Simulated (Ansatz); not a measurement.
**C₂H₆AlF₃O: up Jacob's ladder to CCSD(T)**

One table from this session's results is given with a row withheld; the runs are named, their logs left out.

Program: Ansatz 0.2.0, Gaussian basis. Level of theory: functionals in def2-TZVPP, the program's frozen cores in correlated methods. These are calculated values, not measurements.

The runs, in order: LDA (SPW92), PBE-D4, revPBE-D4, BLYP-D4, r2SCAN-D4, B97M-V, PBE0-D4, B3LYP-D4, r2SCANh-D4, r2SCAN0-D4, HSE06-D4, BHLYP-D4, CAM-B3LYP-D4, LC-ωPBE, ωB97X-V, ωB97M-V, B2PLYP, PBE-QIDH; CCSD(T)/def2-SVP; MP2/def2-TZVPP; MP2/def2-QZVPP; RPA on PBE.

## The relaxed structure

All runs share one geometry, relaxed beforehand with PBE0-D4 in a triple-zeta def2 set.

SMILES `C[O+](C)[Al-]([F])([F])[F]`, 13 atoms, charge 0, spin multiplicity 1.

Atoms are counted from 1 here; the program's logs count them from 0.

Bond lengths: C1–O2 1.431 Å, C1–H8 1.092 Å, C1–H9 1.088 Å, C1–H10 1.091 Å, O2–C3 1.431 Å, O2–Al4 1.900 Å, C3–H11 1.088 Å, C3–H12 1.092 Å, C3–H13 1.091 Å, Al4–F5 1.654 Å, Al4–F6 1.654 Å, Al4–F7 1.656 Å. Angles: O2–C1–H8 109.9°, O2–C1–H9 106.8°, O2–C1–H10 108.7°, H8–C1–H9 110.5°, H8–C1–H10 110.5°, H9–C1–H10 110.3°, C1–O2–C3 113.9°, C1–O2–Al4 118.6°, C3–O2–Al4 118.6°, O2–C3–H11 106.8°, O2–C3–H12 109.9°, O2–C3–H13 108.7°, H11–C3–H12 110.5°, H11–C3–H13 110.3°, H12–C3–H13 110.5°, O2–Al4–F5 100.1°, O2–Al4–F6 100.1°, O2–Al4–F7 101.5° and more.

The first run:

Contents of in.yaml:

```yaml
crystal:
  periodic: [false, false, false]
  atoms:
    - {symbol: C, position_ang: [-0.214206, 0.254495, 1.432758]}
    - {symbol: O, position_ang: [0.252103, 0.166007, 0.082506]}
    - {symbol: C, position_ang: [1.114721, -0.949536, -0.162257]}
    - {symbol: Al, position_ang: [-0.889953, 0.757478, -1.315433]}
    - {symbol: F, position_ang: [0.179651, 0.770097, -2.576731]}
    - {symbol: F, position_ang: [-1.397107, 2.199356, -0.683884]}
    - {symbol: F, position_ang: [-2.023433, -0.448924, -1.348704]}
    - {symbol: H, position_ang: [-0.808582, -0.628322, 1.678484]}
    - {symbol: H, position_ang: [-0.822809, 1.153719, 1.497788]}
    - {symbol: H, position_ang: [0.647833, 0.332436, 2.097083]}
    - {symbol: H, position_ang: [1.426717, -0.884524, -1.202286]}
    - {symbol: H, position_ang: [0.575232, -1.882052, 0.017728]}
    - {symbol: H, position_ang: [1.980434, -0.874829, 0.497647]}
basis:
  gaussian: {orbitals: def2-TZVPP}
hamiltonian: {xc: lda}
output: {orbitals: {seedname: orbitals}}
```

The run is started by

```console
$ ansatz run in.yaml --threads 4 --pin off --events-out ev --progress --plain --max-ram 11315MiB
```

Steps of the session up to this table: LDA; PBE-D4 (GGA); revPBE-D4 (GGA); BLYP-D4 (GGA); r2SCAN-D4 (meta-GGA); B97M-V (meta-GGA); PBE0-D4 (hybrid); B3LYP-D4 (hybrid); r2SCANh-D4 (hybrid); r2SCAN0-D4 (hybrid); HSE06-D4 (hybrid); BHLYP-D4 (hybrid); CAM-B3LYP-D4 (range-separated); LC-ωPBE (range-separated); ωB97X-V (range-separated); ωB97M-V (range-separated); B2PLYP (double hybrid); PBE-QIDH (double hybrid).

One table of the session follows, with a row left open; its other results are not shown here.

It belongs to the step «Frontier levels by functional». 

| functional | HOMO (eV) | gap (eV) |
| --- | --- | --- |
| LDA (SPW92) | -8.29 | 7.23 |
| PBE-D4 | -8.16 | 7.43 |
| revPBE-D4 | -8.10 | 7.53 |
| BLYP-D4 | -8.09 | 7.43 |
| r2SCAN-D4 | -8.55 | 8.31 |
| B97M-V | -8.71 | 8.19 |
| PBE0-D4 | -9.89 | 10.11 |
| B3LYP-D4 | -9.64 | 9.55 |
| r2SCANh-D4 | -9.19 | 9.29 |
| r2SCAN0-D4 | -10.15 | 10.71 |
| HSE06-D4 | -9.48 | 9.33 |
| BHLYP-D4 | -11.55 | 12.52 |
| CAM-B3LYP-D4 | ? | ? |
| LC-ωPBE | -12.71 | 15.15 |
| ωB97X-V | -12.40 | 14.61 |
| ωB97M-V | -12.32 | 14.14 |

Estimate the missing values for CAM-B3LYP-D4.

The run gave: HOMO (eV): -11.39; gap (eV): 12.47. In the column «HOMO (eV)» it lies between BHLYP-D4 (-11.55) and r2SCAN0-D4 (-10.15).
